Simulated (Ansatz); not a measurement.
# Ni (fcc type): the cost of one run

Method: DFT LDA, with the methods named in each step, in Ansatz 0.2.0.

## Step 1: The structure to begin with

The structure is cubic, space group Fm-3m (No. 225). The conventional cell has a = 3.425 Å, b = 3.425 Å, c = 3.425 Å, α = 90.00°, β = 90.00°, γ = 90.00°. Ni (site symmetry m-3m) is surrounded by 12 Ni at 2.42 Å.

Structure file:

```cif
data_structure
_symmetry_space_group_name_H-M 'Fm-3m'
_symmetry_Int_Tables_number 225
_cell_length_a 3.4250
_cell_length_b 3.4250
_cell_length_c 3.4250
_cell_angle_alpha 90.000
_cell_angle_beta 90.000
_cell_angle_gamma 90.000
_cell_volume 40.18
loop_
_atom_site_label
_atom_site_type_symbol
_atom_site_symmetry_multiplicity
_atom_site_Wyckoff_symbol
_atom_site_fract_x
_atom_site_fract_y
_atom_site_fract_z
_atom_site_occupancy
Ni1 Ni 4 a 0.00000 0.00000 0.00000 1
```

The file gives the conventional cell by its symmetry; the runs use the cell typed in the input.

Elk's input and logs are in atomic units (hartree, bohr).

## Step 2: Bulk cell relaxed, PAW

input.yaml

```yaml
crystal:
  lattice:
    - [0.0, 1.712480242, 1.712480242]
    - [1.712480242, 0.0, 1.712480242]
    - [1.712480242, 1.712480242, 0.0]
  atoms:
    - { symbol: Ni, position: [0.0, 0.0, 0.0], spin: 1.0 }
magnetization:
  spin_polarized: true
kpoints:
  mp_grid: { grid: [22, 22, 22] }
scf:
  occupations: { method: fermi_dirac, width: 0.1 }
hamiltonian:
  xc: lda
  pseudopotentials: { kind: paw }
output:
  forces: true
  stress: true
relax:
  f_tol: 0.005
  max_steps: 40
  cell: {}
```

On the command line:

```sh
$ ansatz run input.yaml --threads 2 --pin off --max-ram 4096MiB --backend cpu --events-out ev --progress --plain --runs-dir out
```

Q: Estimate wall time and peak memory on 2 threads of Arm Neoverse V2, shared host.

About 11 s, with a peak of 0.36 GiB.
